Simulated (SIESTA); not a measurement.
**Os in SIESTA: convergence with real-space mesh cutoff**

Os, a slab with vacuum:

```
Os
1.0
     2.73410    0.00000    0.00000
    -1.36705    2.36780    0.00000
     0.00000    0.00000   23.63940
Os
5
Direct
  0.33333 0.66667 0.31727
  0.66667 0.33333 0.40863
  0.33333 0.66667 0.50000
  0.66667 0.33333 0.59137
  0.33333 0.66667 0.68273
```

The slab is cut from a database's or a generator's crystal, which needn't be the stable form of the element.

```yaml
Program: SIESTA 5.4.2
Task: single point
Functional: PBE
Potentials_or_basis: PseudoDojo 0.4 standard (PBE files)
Basis: DZP (energy shift 0.003 Ry; two zetas on semicore shells)
Grid_cutoff: 100 Ry
Energy_shift: 0.003 Ry
k_mesh: 8 × 8 × 1
Occupations: fermi-dirac, width 0.05 eV
Spin: no spin polarisation
```

These are the settings of the first run; the series varies real-space mesh cutoff, with any setting tied to it.

Hardware: 1 thread of Intel(R) Xeon(R) Platinum 8375C CPU @ 2.90GHz (Ice Lake), on a shared host.

```
real-space mesh cutoff  energy less the tightest run, at zero smearing (meV/atom)  largest force (eV/Å)  SCF cycles  CPU time (s)  peak memory (GiB)
                100 Ry                                                     -30.11                 0.890          17            22                0.2
                150 Ry                                                     -13.25                 0.883          18            27               0.21
                200 Ry                                                      -3.17                 0.881          15            32               0.24
                300 Ry                                                      -0.99                 0.883          15            46               0.29
                400 Ry                                                      -0.79                 0.885          15            51               0.31
                500 Ry                                                      -0.43                 0.884          17            72               0.33
                700 Ry                                                      -0.12                 0.885          17           110               0.47
                900 Ry                                                      -0.04                 0.884          17           170               0.65
               1200 Ry                                                       0.00                 0.884          17           200               0.76
```

Against the tightest run, the energy stays within 1 meV/atom from 300 Ry on; the largest force stays within 0.005 eV/Å from 150 Ry on. Values are those asked for, which the program may round to a finer grid. The tightest run that finished is the yardstick and may itself not be fully converged.

 The run has no spin-orbit coupling, so splittings on Os are missing.
